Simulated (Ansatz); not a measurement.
# GaI₃: small, medium and large basis sets

An exercise on one series of results from a longer session: the logs are not shown, and one member is left open.

Program: Ansatz 0.2.0, Gaussian basis. Level of theory: one geometry, several basis sets. These are calculated values, not measurements.

The runs, in order: PBE0-D4/def2-SVP; ωB97M-V/def2-SVP; PBE0-D4/def2-QZVPP; ωB97M-V/def2-QZVPP; the functionals' def2-TZVPP values are taken from earlier runs.

**The geometry**

The geometry comes from an earlier relaxation with PBE0-D4 in a triple-zeta def2 set; it is a stationary point. I takes the def2 core potential; no spin-orbit term is included.

SMILES `[I][Ga]([I])[I]`, 4 atoms, charge 0, spin multiplicity 1.

Atoms are counted from 1 here; the program's logs count them from 0.

Bond lengths: I1–Ga2 2.468 Å, Ga2–I3 2.468 Å, Ga2–I4 2.468 Å. Angles: I1–Ga2–I3 120.0°, I1–Ga2–I4 120.0°, I3–Ga2–I4 120.0°.

Coordinates:

```xyz
4
charge 0, multiplicity 1
I     1.6682   -0.2204    1.8155
Ga    0.0139   -0.0151   -0.0051
I    -1.3031   -1.9824   -0.7039
I    -0.3235    2.1577   -1.1269
```

Set-up of the first run:

in.yaml

```yaml
crystal:
  periodic: [false, false, false]
  atoms:
    - {symbol: I, position_ang: [1.668182, -0.220425, 1.815538]}
    - {symbol: Ga, position_ang: [0.013929, -0.015061, -0.005071]}
    - {symbol: I, position_ang: [-1.303094, -1.982424, -0.703918]}
    - {symbol: I, position_ang: [-0.323517, 2.157711, -1.126949]}
basis:
  gaussian: {orbitals: def2-SVP}
hamiltonian: {xc: pbe0, dispersion: d4}
output: {orbitals: {seedname: orbitals}}
```

Command:

```bash
ansatz run in.yaml --threads 4 --pin off --events-out ev --progress --plain --max-ram 10444MiB
```

Among the steps run: PBE0-D4 in def2-SVP; ωB97M-V in def2-SVP; PBE0-D4 in def2-QZVPP; ωB97M-V in def2-QZVPP.

One table of the session follows, with a row left open; its other results are not shown here.

It belongs to the step «Functionals by basis». 

| functional | basis | HOMO (eV) | LUMO (eV) |
| --- | --- | --- | --- |
| PBE0-D4 | def2-SVP | -7.72 | -2.50 |
| PBE0-D4 | def2-TZVPP | -7.77 | -2.52 |
| PBE0-D4 | def2-QZVPP | -7.78 | -2.53 |
| ωB97M-V | def2-SVP | ? | ? |
| ωB97M-V | def2-TZVPP | -9.88 | -0.76 |
| ωB97M-V | def2-QZVPP | -9.89 | -0.80 |

**Question.** Estimate the row for ωB97M-V, def2-SVP.

As computed: HOMO (eV): -9.79; LUMO (eV): -0.66. In the column «HOMO (eV)» it lies between ωB97M-V, def2-TZVPP (-9.88) and PBE0-D4, def2-QZVPP (-7.78).
